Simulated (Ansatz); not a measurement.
BiS:

```
Bi S
1.0
     4.00294    0.00000    0.00000
     0.00000    4.00294    0.00000
     0.00000    0.00000    4.00294
Bi S
1 1
Direct
  0.50000 0.50000 0.50000
  0.00000 0.00000 0.00000
```

The cell was built by a generator and needn't be a form met in nature.

```yaml
Program: Ansatz 0.2.0
Task: relaxation of cell and atoms
Functional: PBEsol
Dispersion: D4
Potentials_or_basis: Ansatz PAW
Cutoff: "420 eV (not typed: the program's choice for these potentials)"
k_mesh: 7 × 7 × 7
Occupations: fermi-dirac, width 0.05 eV
Spin: no spin polarisation
```

At the start: volume 32.07 Å³/atom.

**Question.** How do energy, volume and symmetry change on relaxing?

**Answer.** It ends after 6 steps and the volume is 21.58 Å³/atom (-32.7 %); space group Pm-3m (No. 221, to 0.05 Å).

Step by step:
| step | energy change (eV) | largest force (eV/Å) | volume (Å³) |
| --- | --- | --- | --- |
| 1 | 0.0000 | 0.0000 | 64.14 |
| 2 | -0.7389 | 0.0000 | 55.11 |
| 3 | -1.2276 | 0.0000 | 47.06 |
| 4 | -1.2822 | 0.0000 | 41.18 |
| 5 | -1.3074 | 0.0000 | 43.16 |
| 6 | -1.3058 | 0.0000 | 43.16 |

Final structure:
```
CELL_PARAMETERS angstrom
3.50769 0.00000 0.00000
0.00000 3.50769 0.00000
0.00000 0.00000 3.50769
ATOMIC_POSITIONS crystal
Bi 0.50000 0.50000 0.50000
S 0.00000 0.00000 0.00000
```

Caveat: the volume moved by over 15 % at a fixed basis, so the end points are rough; the plane-wave basis is chosen anew once the cell has moved, so the energies of steps on either side of that aren't comparable; pairwise dispersion overbinds metals, which lowers pressure and volume; the PAW data sets come from PBE, with cores solved anew for the run's functional, which leaves a small shift of forces and pressure.
